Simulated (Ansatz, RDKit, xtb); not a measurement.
**CH9B4N3: which of the isomers drawn lies lowest?**

A sample of isomers of CH9B4N3 is drawn. Aim: find which of them has the lowest free energy at 298.15 K, then its properties. The sample is small against all isomers, and the most stable one of this formula need not be in it.

Plan: many cheap relaxations first (GFN2-xTB), then density-functional screening, relaxation at B3LYP/def2-SVP, vibrations (at GFN2-xTB) and a final energy. The numbers are computed, not measured.

1 further run of the same task is left out (set aside as unsound or not needed).

## 1. Possible bonding patterns

Isomers were taken from a list of plausible structures; this is a sample, not all of them. That gives 5 candidates.

| label | SMILES | spin |
| --- | --- | --- |
| c124 | BN1BNB(C)NB1 | singlet |
| c189 | BN1BCNBNB1 | singlet |
| c503 | CBN1BNBNB1 | singlet |
| c646 | BCN1BNBNB1 | singlet |
| c906 | BN1BNBN(C)B1 | singlet |

Candidates are built by distance geometry, with a force field where one applies, in up to four conformers (letters a to d).

**Question.** With final energies at CCSD(T)/def2-SVP + MP2/def2-TZVPP - MP2/def2-SVP, which structure will this search put lowest in free energy, and by what margin?

| quantity | value |
| --- | --- |
| lowest structure found | BN1BNB(C)NB1, singlet |
| next finalist | CBN1BNBNB1, singlet, 1.7 kcal/mol higher in G |
| share at equilibrium, among the finalists | 94.5 % |

`BN1BNB(C)NB1` comes out lowest. The margin, 1.7 kcal/mol, is modest. HF/STO-3G, B3LYP/def2-SVP, HF/def2-SVP and MP2/def2-SVP already put its bonding pattern lowest among the structures in one piece; GFN2-xTB favours the singlet BN1BNBN(C)B1; r2SCAN-D4/def2-SVP favours the singlet CBN1BNBNB1. The search is not exhaustive (a finite list of starts, one conformer a finalist), so a lower isomer can't be ruled out. Only 5 drawn patterns were tried, so whole families of isomers are missing, and the result ranks this sample alone.
